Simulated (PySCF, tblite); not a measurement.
**C6H8NO radical: geometry, infrared bands and EPR parameters**

Aim: predict the infrared bands and EPR parameters of C6H8NO radical (`O=C[C@H]1C[C]=NCC1`).

The runs use tblite 0.8.0 and PySCF 2.14.0, with density-fitted response routines of our own; the level of theory stands in each step. All values are computed, except where a source is named. Atoms are numbered from 0 throughout.

**1. The molecule as given**

16 atoms, charge 0, multiplicity 2; geometry from: force field or distance geometry start.

Bonds of the start (Å): O0–C1 1.21, C1–C2 1.49, C2–C3 1.51, C3–C4 1.49, C4–N5 1.29, N5–C6 1.45, C6–C7 1.53, C7–C2 1.50, C1–H8 1.09, C2–H9 1.12, C3–H10 1.11, C3–H11 1.12, C6–H12 1.10, C6–H13 1.10, C7–H14 1.11, C7–H15 1.09.

**2. Optimising the geometry with GFN2-xTB**

What the job is given:

```
{"job": {"kind": "relax", "xc": "GFN2-xTB", "basis": "xTB"}, "charge": 0, "multiplicity": 2}
O     -2.793300    -0.421800    -1.118600
C     -2.043500    -0.342300    -0.167300
C     -0.615100     0.035300    -0.391600
C     -0.213800     1.302700     0.321700
C      0.667300     1.052200     1.499100
N      1.643000     0.218000     1.352900
C      1.725900    -0.366400     0.026200
C      0.375800    -1.059300    -0.138600
H     -2.374400    -0.562100     0.852700
H     -0.551100     0.249900    -1.492600
H     -1.090700     1.923600     0.592200
H      0.362400     1.912800    -0.413000
H      1.744600     0.449200    -0.710200
H      2.576700    -1.047100    -0.086900
H      0.182400    -1.561900     0.829900
H      0.396100    -1.773800    -0.967200
```

Command:

```
$ OMP_NUM_THREADS=1 python probes_run.py task.json out
```

This one command runs all jobs of the session in turn.

**Question.** This job is followed by: GFN2-xTB harmonic vibrations, gas phase; UKS B3LYP, pcH-1 on C H N O, non-relativistic, mean-field spin-orbit, GIAO. What will the session give for the following? strongest single infrared mode (GFN2-xTB); zero-point energy (GFN2-xTB); g(iso) (B3LYP); ⟨S²⟩; largest a(iso); surface potential, 1st and 99th percentile.

**Answer**, as computed:

```
                                 quantity                  value
strongest single infrared mode (GFN2-xTB)  1750 cm⁻¹, 768 km/mol
             zero-point energy (GFN2-xTB)          79.8 kcal/mol
                           g(iso) (B3LYP)                2.00196
                                     ⟨S²⟩     0.754 (exact 0.75)
                           largest a(iso)   13C on C4, 467.8 MHz
    surface potential, 1st and 99th percentile     -1.50 V and 1.27 V
```

Relaxing lowered the energy by 0.999 eV in 77 steps; the close pair that moved most is C4–N5, from 1.292 to 1.218 Å. No mode is imaginary among the 42: a minimum at this level. The strongest single mode, at 1750 cm⁻¹, moves mainly C1 and O0. Unscaled tight-binding wavenumbers are off by several per cent, some by more. Its intensities can rank the bands wrongly. Most of the unpaired spin sits on C4 (0.72 e). The isotropic g lies 0.4 ppt below the free-electron value.
